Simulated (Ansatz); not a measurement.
# ClFGaH3O2: the cost of one run

Method: RKS PBE0/def2-SVP, in Ansatz 0.2.0.

## Step 1: The starting structure

Bond lengths: Ga1–Cl2 2.615 Å, Ga1–O3 1.724 Å, Ga1–O4 1.726 Å, Ga1–F6 2.128 Å, O3–H7 0.958 Å, O4–H8 0.958 Å. Angles: Cl2–Ga1–O3 114.7°, Cl2–Ga1–O4 115.1°, Cl2–Ga1–F6 71.6°, O3–Ga1–O4 121.4°, O3–Ga1–F6 111.9°, O4–Ga1–F6 111.5°, Ga1–O3–H7 119.6°, Ga1–O4–H8 119.4°.

As a file:

```xyz
8

Ga   -0.4428   -0.0301    0.1747
Cl    1.2341    1.7291   -0.7894
O    -1.7271   -0.4621   -0.8913
O    -0.6780    0.0421    1.8830
H     1.7340    0.0553   -0.6771
F     1.3697   -1.0299   -0.3208
H    -1.5608   -0.5210   -1.8329
H     0.0708    0.2165    2.4539
```

## Step 2: A restrained relaxation towards end A

Springs on the bonds that form and break draw the guess towards this end; the thresholds are loose.

input.yaml reads:

```yaml
crystal:
  periodic: [false, false, false]
  atoms:
    - { symbol: Ga, position_ang: [-0.4428, -0.0301, 0.1747] }
    - { symbol: Cl, position_ang: [1.2341, 1.7291, -0.7894] }
    - { symbol: O, position_ang: [-1.7271, -0.4621, -0.8913] }
    - { symbol: O, position_ang: [-0.678, 0.0421, 1.883] }
    - { symbol: H, position_ang: [1.734, 0.0553, -0.6771] }
    - { symbol: F, position_ang: [1.3697, -1.0299, -0.3208] }
    - { symbol: H, position_ang: [-1.5608, -0.521, -1.8329] }
    - { symbol: H, position_ang: [0.0708, 0.2165, 2.4539] }
basis:
  gaussian: { orbitals: def2-SVP }
hamiltonian:
  xc: pbe0
relax:
  f_tol: 0.15
  max_steps: 25
  restrain:
    - { distance: [0, 5], at: 3.09, k: 30.0 }
    - { distance: [4, 1], at: 2.63, k: 30.0 }
    - { distance: [0, 1], at: 2.24, k: 30.0 }
    - { distance: [4, 5], at: 0.88, k: 30.0 }
```

On the command line:

```console
> ansatz run input.yaml --threads 2 --pin off --max-ram 3072MiB --backend cpu --events-out ev --progress --plain --runs-dir out
```

Q: Estimate wall time and peak memory on 2 threads of Intel Xeon Platinum 8175M at 2.50GHz (Skylake/Cascade Lake), shared host.

About 28 s, with a peak of 0.27 GiB.
